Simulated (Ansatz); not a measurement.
# HfO2, space group P4_2/nmc: a convergence test of the k-point mesh

Program: Ansatz 0.2.0 through its Python package.

Interactive session:
```pycon
>>> import ansatz as az
>>> import pandas as pd
>>> crystal = (
...     az.Lattice.of((3.55801933, 0.0, 0.0), (0.0, 3.55801933, 0.0), (0.0, 0.0, 5.17186121))
...     .atom("Hf", (0.5, 0.5, 0.5))
...     .atom("Hf", (0.0, 0.0, 0.0))
...     .atom("O", (0.0, 0.5, 0.69720788))
...     .atom("O", (0.5, 0.0, 0.80279212))
...     .atom("O", (0.5, 0.0, 0.30279212))
...     .atom("O", (0.0, 0.5, 0.19720788))
... )
>>> crystal.resolved().tree()["lattice"]
((3.55801933, 0.0, 0.0), (0.0, 3.55801933, 0.0), (0.0, 0.0, 5.17186121))
>>> calculation = crystal.calculation().occupations("fixed").basis(450).functional(az.Functional.PBE).band_table()
>>> rows = []
>>> for value in [(2, 2, 2), (4, 4, 2), (4, 4, 4), (6, 6, 4), (6, 6, 6), (8, 8, 6)]:
...     rep = calculation.kpoints(mesh=value).run().report
...     rows.append((value, rep["free_energy_ev"] / len(rep["lattice"]["sites"]), rep["n_iterations"], rep["gap_by_band_count_ev"], rep["n_kpoints"]))
...
>>> table = pd.DataFrame(rows, columns=["mesh", "F/atom (eV)", "iterations", "gap by band count (eV)", "k-points"])
>>> table.round(5)
        mesh  F/atom (eV)  iterations  gap by band count (eV)  k-points
0  (2, 2, 2)  -5620.45029           7                 4.71329         6
1  (4, 4, 2)  -5620.49221           7                 4.76652        12
2  (4, 4, 4)  -5620.49637           8                 4.77033        18
3  (6, 6, 4)  -5620.49641           8                 4.77047        30
4  (6, 6, 6)  -5620.49643           8                 4.77049        40
5  (8, 8, 6)  -5620.49642           8                 4.77050        60
>>> # the last row is the reference
>>> for row in rows[:-1]:
...     shift = 1000 * (row[1] - rows[-1][1])
...     print(f"{row[0]}: {shift:+.2f} meV/atom" + ("  (within 1 meV)" if abs(shift) < 1 else ""))
...
(2, 2, 2): +46.13 meV/atom
(4, 4, 2): +4.21 meV/atom
(4, 4, 4): +0.06 meV/atom  (within 1 meV)
(6, 6, 4): +0.01 meV/atom  (within 1 meV)
(6, 6, 6): -0.01 meV/atom  (within 1 meV)
```

From 4×4×4 on it stays within 1 meV an atom of the value at 8×8×6; the first row (2×2×2) is off by 46.1 meV and the last but one by 0.01 meV.

Notes:
- No spin polarisation was allowed.
- Semilocal gaps usually lie well under measured ones.
- This is a high-temperature or high-pressure form, not the ambient phase.
- This cell is a computed structure, which may not be the phase found in nature.
- Levels are Kohn-Sham eigenvalues on this mesh, without spin-orbit coupling.
- Shifts are counted from the finest mesh, which is itself no proven limit.
- Wall time of the script: 25 s on 1 thread of Arm Neoverse V2 (shared host), peak memory 0.51 GiB.
